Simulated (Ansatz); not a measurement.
# CH3AlF2: small, medium and large basis sets

How large a basis does CH3AlF2 need? Two functionals are run in growing sets.

The runs use Ansatz 0.2.0, Gaussian basis; one geometry, several basis sets.

Plan: PBE0-D4/def2-SVP; ωB97M-V/def2-SVP; PBE0-D4/def2-QZVPP; ωB97M-V/def2-QZVPP; the functionals' def2-TZVPP values are taken from earlier runs.

## (1) Structure used throughout

All runs share one geometry, relaxed beforehand with PBE0-D4 in a triple-zeta def2 set.

SMILES `F[CH2][AlH][F]`, 7 atoms, charge 0, spin multiplicity 1.

Atoms are counted from 1 here; the program's logs count them from 0.

Bond lengths: F1–C2 1.392 Å, C2–Al3 1.974 Å, C2–H5 1.099 Å, C2–H6 1.099 Å, Al3–F4 1.647 Å, Al3–H7 1.578 Å. Angles: F1–C2–Al3 112.9°, F1–C2–H5 108.0°, F1–C2–H6 108.0°, Al3–C2–H5 111.1°, Al3–C2–H6 111.0°, H5–C2–H6 105.6°, C2–Al3–F4 119.6°, C2–Al3–H7 122.4°, F4–Al3–H7 118.0°.

## (2) PBE0-D4 in def2-SVP

Input file in.yaml:

```yaml
crystal:
  periodic: [false, false, false]
  atoms:
    - {symbol: F, position_ang: [-1.721665, 0.760984, 0.034035]}
    - {symbol: C, position_ang: [-0.340088, 0.803436, -0.134198]}
    - {symbol: Al, position_ang: [0.519530, -0.954016, 0.129801]}
    - {symbol: F, position_ang: [-0.406123, -2.263023, 0.504921]}
    - {symbol: H, position_ang: [-0.132537, 1.197473, -1.138600]}
    - {symbol: H, position_ang: [0.064008, 1.549197, 0.564190]}
    - {symbol: H, position_ang: [2.077975, -1.162050, -0.005950]}
basis:
  gaussian: {orbitals: def2-SVP}
hamiltonian: {xc: pbe0, dispersion: d4}
output: {orbitals: {seedname: orbitals}}
```

Started as:

```bash
$ ansatz run in.yaml --threads 2 --pin off --events-out ev --progress --plain --max-ram 4352MiB
```

After this run come: ωB97M-V in def2-SVP; PBE0-D4 in def2-QZVPP; ωB97M-V in def2-QZVPP.

Before running them: what should the planned runs give, taken together? Wanted: PBE0-D4: double and triple zeta above quadruple; ωB97M-V: double and triple zeta above quadruple.

The runs gave:

| quantity | value |
| --- | --- |
| PBE0-D4: double and triple zeta above quadruple | 11.04, 0.59 eV |
| ωB97M-V: double and triple zeta above quadruple | 11.20, 0.56 eV |

**Reading.** For PBE0-D4 the step from double to triple zeta gains 10.45 eV and the next only 0.59 eV. Total energies overstate the basis error of differences, where much of it tends to cancel.
